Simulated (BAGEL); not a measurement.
**SiNH2Cl2 (SMILES N[Si](Cl)Cl): UHF/3-21G (density fitting with qzvpp-jkfit)**

What is the electronic atomisation energy of SiNH2Cl2 at UHF/3-21G (density fitting with qzvpp-jkfit)? 

The results are computed with BAGEL 1.2.2.

15 further runs of the same task are left out: 15 set aside as unsound or not needed.

## (1) The system as given

The species is SiNH2Cl2 (6 atoms), meant as a doublet with charge 0. SMILES: `N[Si](Cl)Cl`. Geometry: relaxed at PBE0-D4/def2-TZVP. This is one conformer, not always the lowest.

Bond lengths: N1–Si2 1.704 Å, Si2–Cl3 2.059 Å, Si2–Cl4 2.060 Å, N1–H5 1.008 Å, N1–H6 1.008 Å. Angles: N1–Si2–Cl3 107.0°, N1–Si2–Cl4 107.0°, Cl3–Si2–Cl4 111.6°, Si2–N1–H5 120.2°, Si2–N1–H6 120.2°, H5–N1–H6 112.6°.

## (2) The energy at UHF/3-21G (density fitting with qzvpp-jkfit)

File hf.json:

```json
{ "bagel": [

{
  "title": "molecule",
  "basis": "3-21g",
  "df_basis": "qzvpp-jkfit",
  "angstrom": true,
  "geometry": [
    { "atom": "N", "xyz": [      -0.044400,       0.895300,      -0.153600 ] },
    { "atom": "Si", "xyz": [      -0.339600,      -0.701400,       0.363200 ] },
    { "atom": "Cl", "xyz": [       1.300200,      -1.294100,       1.459200 ] },
    { "atom": "Cl", "xyz": [      -0.574100,      -1.849600,      -1.330500 ] },
    { "atom": "H", "xyz": [       0.310900,       1.580200,       0.495200 ] },
    { "atom": "H", "xyz": [      -0.610900,       1.305500,      -0.879600 ] }
  ]
},

{
  "title": "uhf",
  "nopen": 1
},

{
  "title": "print",
  "file": "orbitals.molden",
  "orbitals": true
}

]}
```

Run with:

```console
BAGEL_NUM_THREADS=1 BAGEL hf.json > hf.out
```

The program printed:

```text
* using 1 threads per process

  ===============================================================
  ===============================================================

  *** Geometry ***

  { "atom" : "N", "xyz" : [     -0.083904,      1.691872,     -0.290262 ] },
  { "atom" : "Si", "xyz" : [     -0.641751,     -1.325454,      0.686349 ] },
  { "atom" : "Cl", "xyz" : [      2.457022,     -2.445495,      2.757488 ] },
  { "atom" : "Cl", "xyz" : [     -1.084892,     -3.495237,     -2.514281 ] },
  { "atom" : "H", "xyz" : [      0.587516,      2.986145,      0.935792 ] },
  { "atom" : "H", "xyz" : [     -1.154434,      2.467037,     -1.662203 ] },

  Number of auxiliary basis functions:      497

  Since a DF basis is specified, we compute 2- and 3-index integrals:
    o Being stored without compression. Storage requirement is 0.011 GB

  Number of basis functions:       52
  Number of electrons      :       57

    * METHOD: MOLECULE                             0.19

  *** Open-shell HF ***

  === Nuclear Repulsion ===
   263.2092823721

      * DIIS with orbital gradients will be used.

  === UHF iteration (3-21g) ===
      0      -1257.26123916          0.03935004           0.12
      1      -1257.35593360          0.02010407           0.12
      2      -1257.37409871          0.01172984           0.13
      3      -1257.38070743          0.00071270           0.13
      4      -1257.38100626          0.00035469           0.17
      5      -1257.38108249          0.00009750           0.12
      6      -1257.38109432          0.00002843           0.12
      7      -1257.38109592          0.00000887           0.12
      8      -1257.38109621          0.00000432           0.12
      9      -1257.38109628          0.00000140           0.12
     10      -1257.38109628          0.00000064           0.12
     11      -1257.38109628          0.00000035           0.12
     12      -1257.38109628          0.00000017           0.12
     13      -1257.38109628          0.00000006           0.12
     14      -1257.38109628          0.00000003           0.13
     15      -1257.38109628          0.00000002           0.12
     16      -1257.38109628          0.00000001           0.12
    * SCF iteration converged.

    * S^2 (UHF) is 0.7559

    * Permanent dipole moment:
           (    0.905869,    -1.507821,    -0.308167) a.u.

    * METHOD: UHF                                  2.29

    * METHOD: PRINT                                0.01

  ===============================================================
```

Wall time 2.7 s (1 thread of Arm Neoverse V2, shared host).

## (3) The Cl atom

File job.json:

```json
{ "bagel" : [

{
  "title" : "molecule",
  "basis" : "3-21g",
  "df_basis" : "qzvpp-jkfit",
  "angstrom" : true,
  "geometry" : [
    { "atom" : "Cl", "xyz" : [    0.000000,    0.000000,    0.000000 ] }
  ]
},
{ "title" : "uhf", "nopen" : 1 },
{ "title" : "print", "file" : "orbitals.molden", "orbitals" : true }

]}
```

Run the same way, it converges to -457.27650 Eh (log not shown).

## (4) The H atom

File input.json:

```json
{ "bagel" : [

{
  "title" : "molecule",
  "basis" : "3-21g",
  "df_basis" : "qzvpp-jkfit",
  "angstrom" : true,
  "geometry" : [
    { "atom" : "H", "xyz" : [    0.000000,    0.000000,    0.000000 ] }
  ]
},
{ "title" : "uhf", "nopen" : 1 },
{ "title" : "print", "file" : "orbitals.molden", "orbitals" : true }

]}
```

Run with:

```console
BAGEL_NUM_THREADS=1 BAGEL input.json > input.out
```

The program printed:

```text
* using 1 threads per process

  ===============================================================
  ===============================================================

  *** Geometry ***

  { "atom" : "H", "xyz" : [      0.000000,      0.000000,      0.000000 ] },

  Number of auxiliary basis functions:       18

  Since a DF basis is specified, we compute 2- and 3-index integrals:
    o Being stored without compression. Storage requirement is 0.000 GB

  Number of basis functions:        2
  Number of electrons      :        1

    * METHOD: MOLECULE                             0.01

  *** Open-shell HF ***

  === Nuclear Repulsion ===
     0.0000000000

      * DIIS with orbital gradients will be used.

  === UHF iteration (3-21g) ===
      0         -0.48950371          0.09163385           0.00
      1         -0.49554995          0.02860283           0.00
      2         -0.49613575          0.00890675           0.00
      3         -0.49619861          0.00000000           0.00
    * SCF iteration converged.

    * S^2 (UHF) is 0.7500

    * Permanent dipole moment:
           (    0.000000,     0.000000,     0.000000) a.u.

    * METHOD: UHF                                  0.01

    * METHOD: PRINT                                0.00

  ===============================================================
```

Run time: 0.26 s. Hardware: 1 thread of Arm Neoverse V2, shared host.

## (5) The N atom at the same level

File job.json:

```json
{ "bagel" : [

{
  "title" : "molecule",
  "basis" : "3-21g",
  "df_basis" : "qzvpp-jkfit",
  "angstrom" : "true",
  "geometry" : [
    { "atom" : "N", "xyz" : [       0.000000,       0.000000,       0.000000 ] }
  ]
},

{
  "title" : "uhf",
  "nopen" : 3
},

{
  "title" : "print",
  "file" : "orbitals.molden",
  "orbitals" : "true"
}

]}
```

Run the same way, it converges to -54.10535 Eh (log not shown).

## (6) The Si atom

File input.json:

```json
{ "bagel" : [

{
  "title" : "molecule",
  "basis" : "3-21g",
  "df_basis" : "qzvpp-jkfit",
  "angstrom" : true,
  "geometry" : [
    { "atom" : "Si", "xyz" : [    0.000000,    0.000000,    0.000000 ] }
  ]
},
{ "title" : "uhf", "nopen" : 2 },
{ "title" : "print", "file" : "orbitals.molden", "orbitals" : true }

]}
```

Run the same way, it converges to -287.34439 Eh (log not shown).

## (7) Outcome

Level: UHF/3-21G (density fitting with qzvpp-jkfit).

```
                     quantity           value
       molecule: total energy  -1257.38110 Eh
      molecule: dipole moment          4.54 D
               molecule: ⟨S²⟩           0.756
        Cl atom: total energy   -457.27650 Eh
       Cl atom: dipole moment          0.00 D
                Cl atom: ⟨S²⟩           0.750
         H atom: total energy     -0.49620 Eh
        H atom: dipole moment          0.00 D
                 H atom: ⟨S²⟩           0.750
         N atom: total energy    -54.10535 Eh
        N atom: dipole moment          0.00 D
                 N atom: ⟨S²⟩           3.752
        Si atom: total energy   -287.34439 Eh
       Si atom: dipole moment          0.00 D
                Si atom: ⟨S²⟩           2.000
electronic atomisation energy       10.502 eV
```

What this shows: Taking the molecule apart into free atoms costs 10.50 eV (242 kcal/mol), before zero-point energy and without spin-orbit coupling. Hartree–Fock lacks the correlation of the bonding pairs, which as a rule makes this value much too low; in minimal bases other errors can mask that. The basis has no polarisation functions, which makes bonds too weak.
